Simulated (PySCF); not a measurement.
# SnZn: the cost of one run

Computed with PySCF 2.14.0. Level: method and basis as typed in the scripts.

5 further runs of the same task are left out: 5 that didn't finish.

## Step 1: The system as given

ZnSn (triplet): 2 atoms, charge 0, spin multiplicity 3.

Bond lengths: Zn1–Sn2 2.540 Å.

## Step 2: Base script

input.py reads:

```python
from pyscf import gto, dft
from pyscf.prop.polarizability import uhf as pol

mol = gto.M(
    atom='Zn 0 0 0; Sn 0 0 2.54',
    basis='lanl2dz',
    ecp={'Zn': 'lanl2dz', 'Sn': 'lanl2dz'},
    charge=0,
    spin=2,
    verbose=4,
)
mf = dft.UKS(mol, xc='revpbe')
mf.kernel()
print('polarizability (a.u.)')
print(pol.Polarizability(mf).polarizability().round(4))
mf.dip_moment()
print('orbital energies (hartree):', [e[max(0, n-3):n+3].round(4) for e, n in zip(mf.mo_energy, mol.nelec)])
```

Launch:

```
$ OMP_NUM_THREADS=1 python input.py
```

Q: Estimate wall time and peak memory on 1 thread of Arm Neoverse V1, shared host.

About 6 s, with a peak of 0.21 GiB.
